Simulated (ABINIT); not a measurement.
Input of an ABINIT 10.8.3 (patched build) run:

The input run.abi:

```
pp_dirpath "./"
pseudos "Sb.upf, P.upf"

acell 3.63219329 3.632193292 5.65888324 Angstrom
rprim
     1.0000000000     0.0000000000     0.0000000000
    -0.5000000011     0.8660254031     0.0000000000
     0.0000000000     0.0000000000     1.0000000000
ntypat 2
znucl 51 15
natom 2
typat 1 2
xred
     0.3064540000     0.6508300000     0.5019750000
    -0.0736370000    -0.0469710000     0.0104680000
chkprim 0
chksymtnons 0
tolsym 1.0e-6

ecut 50.0

kptopt 1
ngkpt 6 6 4
nshiftk 1
shiftk 0.0 0.0 0.0

ixc 11

nband 18
occopt 3
tsmear 0.05 eV

nstep 100
tolvrs 1.0e-10

iomode 3
prtwf 0
prtden 0
prteig 0
prtebands 0
prtvol 2
```

Potentials or basis: PseudoDojo NC SR PBE v0.5 stringent.

Command:

```console
$ abinit run.abi > log 2>&1
```

(1) Predict the largest force.

(2) Predict the pressure.

(3) What does it give for the band gap on the k mesh?

Answers

(1) 0.193 eV/Å.

(2) -12.0 GPa.

(3) none (metal or under the smearing width).
